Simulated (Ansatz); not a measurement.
**CH3BiF2O: a ladder of functionals and wavefunction methods**

An exercise on one series of results from a longer session: the logs are not shown, and one member is left open.

Computed with Ansatz 0.2.0, Gaussian basis. Level: functionals in def2-TZVPP, the program's frozen cores in correlated methods.

The runs, in order: LDA (SPW92), PBE-D4, revPBE-D4, BLYP-D4, r2SCAN-D4, B97M-V, PBE0-D4, B3LYP-D4, r2SCANh-D4, r2SCAN0-D4, HSE06-D4, BHLYP-D4, CAM-B3LYP-D4, LC-ωPBE, ωB97X-V, ωB97M-V, B2PLYP, PBE-QIDH; CCSD(T)/def2-SVP; CCSD(T)/def2-TZVPP; MP2/def2-QZVPP; extrapolation to the limit; RPA on PBE.

### The relaxed structure

The geometry comes from an earlier relaxation with PBE0-D4 in a triple-zeta def2 set; it is a stationary point, not always the lowest conformer. Bi takes the def2 core potential; no spin-orbit term is included.

SMILES `C[O][Bi]([F])[F]`, 8 atoms, charge 0, spin multiplicity 1.

Atoms are counted from 1 here; the program's logs count them from 0.

Bond lengths: C1–O2 1.417 Å, C1–H6 1.094 Å, C1–H7 1.093 Å, C1–H8 1.094 Å, O2–Bi3 2.018 Å, Bi3–F4 2.003 Å, Bi3–F5 2.003 Å. Angles: O2–C1–H6 111.6°, O2–C1–H7 107.5°, O2–C1–H8 111.6°, H6–C1–H7 108.7°, H6–C1–H8 108.7°, H7–C1–H8 108.7°, C1–O2–Bi3 121.9°, O2–Bi3–F4 96.3°, O2–Bi3–F5 96.2°, F4–Bi3–F5 93.2°.

Set-up of the first run:

in.yaml reads:

```yaml
crystal:
  periodic: [false, false, false]
  atoms:
    - {symbol: C, position_ang: [0.360786, 0.016435, 1.051254]}
    - {symbol: O, position_ang: [0.829322, -0.766225, -0.032535]}
    - {symbol: Bi, position_ang: [0.023593, -0.624496, -1.877783]}
    - {symbol: F, position_ang: [-1.888711, -0.711919, -1.288306]}
    - {symbol: F, position_ang: [0.023123, 1.376725, -1.961118]}
    - {symbol: H, position_ang: [0.474108, 1.086708, 0.853637]}
    - {symbol: H, position_ang: [0.960605, -0.243623, 1.926782]}
    - {symbol: H, position_ang: [-0.690727, -0.190606, 1.272268]}
basis:
  gaussian: {orbitals: def2-TZVPP}
hamiltonian: {xc: lda}
output: {orbitals: {seedname: orbitals}}
```

Command:

```sh
ansatz run in.yaml --threads 4 --pin off --events-out ev --progress --plain --max-ram 10444MiB
```

Steps of the session up to this table: LDA; PBE-D4 (GGA); revPBE-D4 (GGA); BLYP-D4 (GGA); r2SCAN-D4 (meta-GGA); B97M-V (meta-GGA); B3LYP-D4 (hybrid); r2SCANh-D4 (hybrid); r2SCAN0-D4 (hybrid); HSE06-D4 (hybrid); BHLYP-D4 (hybrid); CAM-B3LYP-D4 (range-separated); LC-ωPBE (range-separated); ωB97X-V (range-separated); ωB97M-V (range-separated); B2PLYP (double hybrid); PBE-QIDH (double hybrid).

One table of the session follows, with a row left open; its other results are not shown here.

It belongs to the step «Orbital energies across the functionals». 

| functional | HOMO (eV) | LUMO (eV) | gap (eV) |
| --- | --- | --- | --- |
| LDA (SPW92) | -6.85 | -2.36 | 4.49 |
| PBE-D4 | -6.65 | -2.07 | 4.58 |
| revPBE-D4 | -6.58 | -1.96 | 4.62 |
| BLYP-D4 | -6.57 | -2.04 | 4.53 |
| r2SCAN-D4 | -6.99 | -1.83 | 5.16 |
| B97M-V | -7.06 | -1.96 | 5.10 |
| PBE0-D4 | ? | ? | ? |
| B3LYP-D4 | -8.00 | -1.66 | 6.33 |
| r2SCANh-D4 | -7.58 | -1.58 | 6.00 |
| r2SCAN0-D4 | -8.48 | -1.22 | 7.27 |
| HSE06-D4 | -7.83 | -1.74 | 6.09 |
| BHLYP-D4 | -9.79 | -0.72 | 9.08 |
| CAM-B3LYP-D4 | -9.71 | -0.52 | 9.19 |
| LC-ωPBE | -11.04 | 0.70 | 11.75 |
| ωB97X-V | -10.71 | 0.56 | 11.27 |
| ωB97M-V | -10.65 | 0.34 | 10.98 |

Estimate the missing values for PBE0-D4.

**Answer.** HOMO (eV): -8.24; LUMO (eV): -1.37; gap (eV): 6.86. In the column «HOMO (eV)» it lies between r2SCAN0-D4 (-8.48) and B3LYP-D4 (-8.00).
